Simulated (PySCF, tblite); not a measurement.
**C₃H₉Ge₂N: a rotation path, then NMR shifts on frames**

Aim: move C₃H₉Ge₂N (`CC#[C][GeH2][NH][GeH3]`) away from its starting geometry and see how NMR shifts follow the geometry.

Programs: tblite 0.8.0 and PySCF 2.14.0, with density-fitted response routines of our own. Each step states its level of theory. These are calculated values for one molecule in the gas phase, unless marked as measured. Atoms count from 0, in the outputs and in this text.

**1. The starting structure**

15 atoms, charge 0, multiplicity 1; geometry from: GFN2-xTB.

Bonds of the start (Å): C0–C1 1.45, C1–C2 1.21, C2–Ge3 1.90, Ge3–N4 1.83, N4–Ge5 1.81, C0–H6 1.09, C0–H7 1.09, C0–H8 1.09, Ge3–H9 1.50, Ge3–H10 1.50, N4–H11 1.01, Ge5–H12 1.50, Ge5–H13 1.49, Ge5–H14 1.51.

**2. A band between two rotamers with GFN2-xTB**

What the job is given:

```
{"job": {"kind": "neb", "xc": "GFN2-xTB", "basis": "xTB", "atoms": [2, 3, 4, 5], "turn": 120}, "charge": 0, "multiplicity": 1}
C      3.280261     0.377179     0.289990
C      2.033012     0.043718    -0.361421
C      1.005003    -0.236412    -0.927578
Ge    -0.675561    -0.662050    -1.701094
N     -1.990574    -0.833198    -0.445392
Ge    -2.558769     0.526997     0.611277
H      4.090256    -0.219552    -0.128830
H      3.505454     1.433286     0.143791
H      3.207363     0.175269     1.358466
H     -1.096937     0.447264    -2.615065
H     -0.596777    -1.984678    -2.411996
H     -2.006461    -1.736581     0.006329
H     -3.769340     0.024990     1.337569
H     -2.898002     1.662927    -0.295034
H     -1.533340     0.988831     1.611420
```

Method: GFN2-xTB climbing-image nudged elastic band, gas phase.

Started as:

```sh
$ OMP_NUM_THREADS=1 python probes_run.py task.json out
```

This one command runs all jobs of the session in turn.

The log of the run:

```text
image   E - E0 / eV
  0      -0.0000
  1       0.0056
  2       0.0197
  3       0.0358
  4       0.0464
  5       0.0479
  6       0.0410
  7       0.0312
  8       0.0217
```

Wall time 14 s (1 thread of Intel Xeon at 2.50GHz, shared host).

The final band, with the dihedral C2–Ge3–N4–Ge5:

```csv
image,dihedral (°),energy (eV),energy (kcal/mol)
0,64,0.000,0.0
1,79,0.006,0.1
2,94,0.020,0.5
3,111,0.036,0.8
4,127,0.046,1.1
5,142,0.048,1.1
6,156,0.041,0.9
7,170,0.031,0.7
8,184,0.022,0.5
```

**3. NMR shieldings: image 0, PBE0/pcSseg-1**

What the job is given:

```
{"job": {"kind": "nmr", "xc": "PBE0", "basis": "pcSseg-1", "pop": false}, "charge": 0, "multiplicity": 1}
C      3.280300     0.377200     0.290000
C      2.033000     0.043700    -0.361400
C      1.005000    -0.236400    -0.927600
Ge    -0.675600    -0.662000    -1.701100
N     -1.990600    -0.833200    -0.445400
Ge    -2.558800     0.527000     0.611300
H      4.090300    -0.219600    -0.128800
H      3.505500     1.433300     0.143800
H      3.207400     0.175300     1.358500
H     -1.096900     0.447300    -2.615100
H     -0.596800    -1.984700    -2.412000
H     -2.006500    -1.736600     0.006300
H     -3.769300     0.025000     1.337600
H     -2.898000     1.662900    -0.295000
H     -1.533300     0.988800     1.611400
```

Level: GIAO PBE0/pcSseg-1 NMR shielding, non-relativistic, gas phase.

The log of the run:

```text
coarse grid: 57744 points
cycle   1  E = -4327.1032911389  dE = -7.730e-01  |g| = 1.298e+00  |ddm| = 4.143e+00
cycle   2  E = -4327.0124465448  dE =  9.084e-02  |g| = 1.398e+00  |ddm| = 1.648e+00
cycle   3  E = -4327.2318809415  dE = -2.194e-01  |g| = 2.339e-01  |ddm| = 1.063e+00
cycle   4  E = -4327.2418502132  dE = -9.969e-03  |g| = 9.730e-02  |ddm| = 2.423e-01
cycle   5  E = -4327.2435799677  dE = -1.730e-03  |g| = 2.558e-02  |ddm| = 8.628e-02
cycle   6  E = -4327.2437275507  dE = -1.476e-04  |g| = 7.511e-03  |ddm| = 2.155e-02
cycle   7  E = -4327.2437404060  dE = -1.286e-05  |g| = 1.359e-03  |ddm| = 6.772e-03
cycle   8  E = -4327.2437408070  dE = -4.011e-07  |g| = 2.971e-04  |ddm| = 1.185e-03
final grid: 119040 points
cycle   9  E = -4327.2437275125  dE = -4.060e-08  |g| = 3.729e-04  |ddm| = 2.190e-03
cycle  10  E = -4327.2437274634  dE =  4.914e-08  |g| = 5.890e-04  |ddm| = 6.182e-04
cycle  11  E = -4327.2437275376  dE = -7.421e-08  |g| = 1.453e-04  |ddm| = 4.415e-04
cycle  12  E = -4327.2437275425  dE = -4.959e-09  |g| = 1.022e-05  |ddm| = 1.026e-04
cycle  13  E = -4327.2437275425  dE = -2.001e-11  |g| = 4.731e-06  |ddm| = 1.221e-05
converged SCF energy = -4327.2437275425

GIAO shielding tensors (ppm)
atom      isotropic    diamagn.    paramagn.     s11        s22        s33       span
  0 C      181.057     251.908     -70.850    172.541    173.024    197.608     25.067
  1 C       74.512     272.450    -197.939    -22.364    -17.050    262.949    285.313
  2 C      102.312     271.723    -169.411     11.564     22.146    273.227    261.664
  3 Ge    1449.048    2755.724   -1306.676   1336.370   1418.419   1592.354    255.985
  4 N      274.460     331.017     -56.557    253.445    263.634    306.301     52.856
  5 Ge    1468.952    2756.882   -1287.930   1339.517   1405.483   1661.856    322.339
  6 H       29.670      26.054       3.616     24.477     27.801     36.732     12.255
  7 H       29.652      28.651       1.001     24.562     27.976     36.418     11.856
  8 H       29.647      31.124      -1.477     24.442     28.333     36.165     11.722
  9 H       27.126      29.237      -2.111     20.358     22.632     38.388     18.030
 10 H       26.854      28.265      -1.412     19.617     22.046     38.898     19.281
 11 H       32.535      34.578      -2.042     21.680     29.739     46.187     24.507
 12 H       27.237      28.808      -1.571     20.140     22.285     39.286     19.145
 13 H       27.501      29.852      -2.351     20.767     23.323     38.414     17.647
 14 H       26.960      31.161      -4.201     19.363     23.324     38.195     18.833
```

Run time: 1.8 min. Hardware: 1 thread of Intel Xeon at 2.50GHz, shared host; peak memory 0.94 GiB.

The references, computed at this level on geometries of the same kind, shield at (ppm): 1H TMS 31.72, 13C TMS 186.9, 15N NH3 267.7, 73Ge GeMe4 1331. Their shielding less the atom's gives the shift. The references are single molecules in the gas phase, so shifts against H2O, NH3, PH3, H3PO4 or CFCl3 are not on the usual liquid scales and can be off by tens of ppm. Each atom is listed at this fixed geometry, with no averaging over motion; a spectrum would average atoms that exchange fast.

```csv
atoms,environment,σ (ppm),δ (ppm)
C1,alkyne carbon,74.5,112.4
C2,alkyne carbon,102.3,84.6
C0,propargylic methyl carbon,181.1,5.9
H10,"hydrogen on a germanium bonded to C, N",26.85,4.86
H14,hydrogen on a germanium bonded to N,26.96,4.76
H9,"hydrogen on a germanium bonded to C, N",27.13,4.59
H12,hydrogen on a germanium bonded to N,27.24,4.48
H13,hydrogen on a germanium bonded to N,27.50,4.22
H8,hydrogen on a propargylic methyl carbon,29.65,2.07
H7,hydrogen on a propargylic methyl carbon,29.65,2.06
H6,hydrogen on a propargylic methyl carbon,29.67,2.05
H11,hydrogen on a nitrogen bonded to 2 Ge,32.54,-0.82
Ge3,"germanium bonded to C, N, 2 H",1449,-118
Ge5,"germanium bonded to N, 3 H",1469,-138
N4,"nitrogen bonded to 2 Ge, H",274.5,-6.7
```

Orbitals, density, ELF and potential are computed afterwards from the orbital file.

Frontier orbitals at PBE0/pcSseg-1, with the share of their density that lies nearest to each atom:

```csv
orbital,energy (eV),lies on
HOMO,-7.08,N4 60 %; H14 10 %; C2 8 %
LUMO,0.06,"C1, C2 about 15 % each; Ge3 12 %; N4 10 %"
```

ELF in a plane through or near 6 of the atoms.

Values, 10 rows by 14 columns:
```
0.00 0.00 0.00 0.00 0.00 0.00 0.00 0.00 0.00 0.00 0.00 0.00 0.00 0.00
0.00 0.00 0.00 0.00 0.00 0.00 0.00 0.00 0.00 0.00 0.00 0.00 0.00 0.00
0.00 0.00 0.00 0.00 0.00 0.00 0.00 0.48 0.99 0.65 0.05 0.10 0.00 0.00
0.00 0.00 0.02 0.30 0.40 0.01 0.00 0.84 1.00 0.41 0.62 0.98 0.17 0.00
0.00 0.00 0.16 0.45 0.53 0.53 0.43 0.01 0.28 0.49 0.17 0.73 0.08 0.00
0.00 0.02 0.98 0.96 0.87 0.35 0.64 0.24 0.68 0.77 0.41 0.01 0.00 0.00
0.00 0.00 0.36 0.11 0.32 0.76 0.82 0.37 0.25 0.69 0.68 0.00 0.00 0.00
0.00 0.00 0.00 0.00 0.02 0.12 0.08 0.76 0.76 0.07 0.00 0.00 0.00 0.00
0.00 0.00 0.00 0.00 0.00 0.00 0.05 0.95 0.90 0.08 0.00 0.00 0.00 0.00
0.00 0.00 0.00 0.00 0.00 0.00 0.00 0.00 0.00 0.00 0.00 0.00 0.00 0.00
```
The map spans 13.3 Å across and 10.9 Å up, centred on the molecule. Atoms in the plane (x, y in Å): C0 (-3.3, 0.5), C1 (-2.0, -0.2), C2 (-1.0, -0.8), Ge3 (0.8, -1.6), Ge5 (2.5, 1.1), H14 (1.4, 2.2).

On the surface of density 0.002 e/bohr³ the electrostatic potential runs, from the 1st to the 99th percentile, from -1.10 V near N4 to 1.25 V near H11.

**4. Nuclear shieldings: image 2, PBE0/pcSseg-1**

What the job is given:

```
{"job": {"kind": "nmr", "xc": "PBE0", "basis": "pcSseg-1", "pop": false}, "charge": 0, "multiplicity": 1}
C      3.481200     0.209800     0.231800
C      2.178700    -0.008500    -0.357800
C      1.105100    -0.190500    -0.876900
Ge    -0.633300    -0.487700    -1.578400
N     -1.840800    -0.783500    -0.242300
Ge    -2.879900     0.500300     0.500300
H      4.237600    -0.336000    -0.330900
H      3.724400     1.271800     0.214600
H      3.487400    -0.138700     1.264600
H     -1.109500     0.714900    -2.332300
H     -0.620700    -1.716200    -2.448600
H     -1.592500    -1.542100     0.376600
H     -3.898700    -0.198100     1.347500
H     -3.519900     1.220800    -0.640300
H     -2.123700     1.491800     1.344600
```

Level: GIAO PBE0/pcSseg-1 NMR shielding, non-relativistic, gas phase.

The log of the run:

```text
coarse grid: 57744 points
cycle   1  E = -4327.1025132099  dE = -7.706e-01  |g| = 1.298e+00  |ddm| = 4.139e+00
cycle   2  E = -4327.0093548945  dE =  9.316e-02  |g| = 1.402e+00  |ddm| = 1.609e+00
cycle   3  E = -4327.2312667225  dE = -2.219e-01  |g| = 2.359e-01  |ddm| = 1.038e+00
cycle   4  E = -4327.2414854018  dE = -1.022e-02  |g| = 9.762e-02  |ddm| = 2.382e-01
cycle   5  E = -4327.2432013921  dE = -1.716e-03  |g| = 2.711e-02  |ddm| = 8.445e-02
cycle   6  E = -4327.2433689015  dE = -1.675e-04  |g| = 7.596e-03  |ddm| = 2.242e-02
cycle   7  E = -4327.2433819970  dE = -1.310e-05  |g| = 1.332e-03  |ddm| = 7.061e-03
cycle   8  E = -4327.2433823919  dE = -3.949e-07  |g| = 3.035e-04  |ddm| = 1.241e-03
final grid: 119040 points
cycle   9  E = -4327.2433967991  dE = -3.384e-08  |g| = 3.670e-04  |ddm| = 2.000e-03
cycle  10  E = -4327.2433967561  dE =  4.309e-08  |g| = 5.614e-04  |ddm| = 6.019e-04
cycle  11  E = -4327.2433968239  dE = -6.780e-08  |g| = 1.439e-04  |ddm| = 4.248e-04
cycle  12  E = -4327.2433968288  dE = -4.931e-09  |g| = 1.064e-05  |ddm| = 1.015e-04
cycle  13  E = -4327.2433968288  dE = -1.728e-11  |g| = 5.036e-06  |ddm| = 1.315e-05
converged SCF energy = -4327.2433968288

GIAO shielding tensors (ppm)
atom      isotropic    diamagn.    paramagn.     s11        s22        s33       span
  0 C      181.049     251.817     -70.769    172.582    172.911    197.653     25.071
  1 C       75.098     273.062    -197.964    -22.351    -16.242    263.888    286.239
  2 C      102.139     270.573    -168.434     10.047     22.613    273.756    263.710
  3 Ge    1444.464    2755.914   -1311.450   1346.913   1396.384   1590.095    243.183
  4 N      275.912     331.336     -55.424    245.085    267.404    315.248     70.163
  5 Ge    1461.751    2755.734   -1293.983   1336.934   1388.440   1659.878    322.944
  6 H       29.665      25.932       3.733     24.500     27.845     36.651     12.150
  7 H       29.671      28.781       0.890     24.554     28.007     36.451     11.897
  8 H       29.684      30.790      -1.106     24.515     28.261     36.275     11.760
  9 H       27.164      29.752      -2.588     20.476     23.193     37.823     17.346
 10 H       26.741      28.300      -1.559     19.241     22.068     38.914     19.672
 11 H       32.812      35.870      -3.058     21.931     30.480     46.027     24.096
 12 H       27.179      28.435      -1.256     20.102     22.327     39.109     19.007
 13 H       27.460      29.062      -1.602     20.427     23.624     38.330     17.903
 14 H       26.937      30.161      -3.225     19.319     23.088     38.403     19.085
```

Run time: 78 s. Hardware: 1 thread of Intel Xeon at 2.50GHz, shared host; peak memory 0.95 GiB.

This run: δ C1 111.8, C2 84.8, C0 5.9, Ge3 -114, H10 4.98, H14 4.78 ppm.

(Part 1 of 2 ends here.)
